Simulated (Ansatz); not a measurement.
**C₃H₈GeO: ionisation energy by level of theory**

One table from this session's results is given with a row withheld; the runs are named, their logs left out.

The runs use Ansatz 0.2.0, Gaussian basis; unrestricted cation, the program's frozen cores in correlated methods.

Levels to be run: UKS PBE-D4/def2-TZVPP; UKS r2SCAN-D4/def2-TZVPP; UKS PBE0-D4/def2-TZVPP; UKS B3LYP-D4/def2-TZVPP; UKS wB97X-V/def2-TZVPP; UKS wB97M-V/def2-TZVPP; UKS B2PLYP/def2-TZVPP; UHF-CCSD(T)/def2-TZVPP; UHF-MP2/def2-QZVPP; extrapolation to the limit; then −ε(HOMO) from the neutral's earlier runs with LDA (SPW92), PBE-D4, revPBE-D4, BLYP-D4, r2SCAN-D4, B97M-V, PBE0-D4, B3LYP-D4, r2SCANh-D4, r2SCAN0-D4, HSE06-D4, BHLYP-D4, CAM-B3LYP-D4, LC-ωPBE, ωB97X-V, ωB97M-V.

## Structure used throughout

The geometry comes from an earlier relaxation with PBE0-D4 in a triple-zeta def2 set; it is a stationary point, not always the lowest conformer.

13 atoms, charge 0, spin multiplicity 1.

Atoms are counted from 1 here; the program's logs count them from 0.

Bond lengths: C1–C2 1.519 Å, C1–H6 1.091 Å, C1–H7 1.094 Å, C1–H8 1.091 Å, C2–Ge3 1.993 Å, C2–H9 1.100 Å, C2–H10 1.100 Å, Ge3–O4 1.790 Å, O4–C5 1.406 Å, C5–H11 1.098 Å, C5–H12 1.095 Å, C5–H13 1.095 Å. Angles: C2–C1–H6 111.4°, C2–C1–H7 111.6°, C2–C1–H8 111.3°, H6–C1–H7 107.9°, H6–C1–H8 106.5°, H7–C1–H8 107.9°, C1–C2–Ge3 118.5°, C1–C2–H9 111.3°, C1–C2–H10 111.4°, Ge3–C2–H9 105.1°, Ge3–C2–H10 105.2°, H9–C2–H10 104.2°, C2–Ge3–O4 96.0°, Ge3–O4–C5 121.7°, O4–C5–H11 112.6°, O4–C5–H12 109.7°, O4–C5–H13 109.7°, H11–C5–H12 108.3° and more.

The first run:

in.yaml reads:

```yaml
crystal:
  periodic: [false, false, false]
  atoms:
    - {symbol: C, position_ang: [-1.863006, -0.123267, -0.164827]}
    - {symbol: C, position_ang: [-0.991749, -1.194874, -0.797684]}
    - {symbol: Ge, position_ang: [0.987072, -1.045967, -0.608168]}
    - {symbol: O, position_ang: [0.969997, 0.468591, 0.346388]}
    - {symbol: C, position_ang: [2.158608, 1.077425, 0.785176]}
    - {symbol: H, position_ang: [-1.630134, 0.865477, -0.564230]}
    - {symbol: H, position_ang: [-2.926527, -0.313740, -0.337780]}
    - {symbol: H, position_ang: [-1.703481, -0.067178, 0.913466]}
    - {symbol: H, position_ang: [-1.242677, -2.193745, -0.412269]}
    - {symbol: H, position_ang: [-1.172193, -1.270138, -1.879754]}
    - {symbol: H, position_ang: [3.055336, 0.523308, 0.477641]}
    - {symbol: H, position_ang: [2.154782, 1.147607, 1.877472]}
    - {symbol: H, position_ang: [2.224373, 2.091801, 0.379269]}
basis:
  gaussian: {orbitals: def2-TZVPP}
total_charge: 1
magnetization: {spin_polarized: true, initial_magnetization: 1}
hamiltonian: {xc: pbe, dispersion: d4}
```

Command:

```
$ ansatz run in.yaml --threads 2 --pin off --events-out ev --progress --plain --max-ram 32768MiB --backend cuda --devices 0, --max-vram 18GiB
```

Steps of the session up to this table: Cation, UKS PBE-D4/def2-TZVPP; Cation, UKS r2SCAN-D4/def2-TZVPP; Cation, UKS PBE0-D4/def2-TZVPP; Cation, UKS B3LYP-D4/def2-TZVPP; Cation, UKS wB97X-V/def2-TZVPP; Cation, UKS wB97M-V/def2-TZVPP; Cation, UKS B2PLYP (frozen core)/def2-TZVPP; Cation, UHF-CCSD(T)/def2-TZVPP; Cation, UHF-MP2/def2-QZVPP.

One of the session's tables, all rows but one given; the rest of the session is left out.

It belongs to the step «Ionisation energies side by side». Orbital estimates, from the neutral's runs:

| functional | −ε(HOMO) (eV) |
| --- | --- |
| LDA (SPW92) | 5.27 |
| PBE-D4 | 5.12 |
| revPBE-D4 | ? |
| BLYP-D4 | 5.00 |
| r2SCAN-D4 | 5.36 |
| B97M-V | 5.40 |
| PBE0-D4 | 6.21 |
| B3LYP-D4 | 6.03 |
| r2SCANh-D4 | 5.76 |
| r2SCAN0-D4 | 6.37 |
| HSE06-D4 | 5.81 |
| BHLYP-D4 | 7.20 |
| CAM-B3LYP-D4 | 7.50 |
| LC-ωPBE | 8.75 |
| ωB97X-V | 8.44 |
| ωB97M-V | 8.34 |

**Question.** Estimate the row for revPBE-D4.

**Answer.** −ε(HOMO) (eV): 5.06. In the column «−ε(HOMO) (eV)» it lies between BLYP-D4 (5.00) and PBE-D4 (5.12).
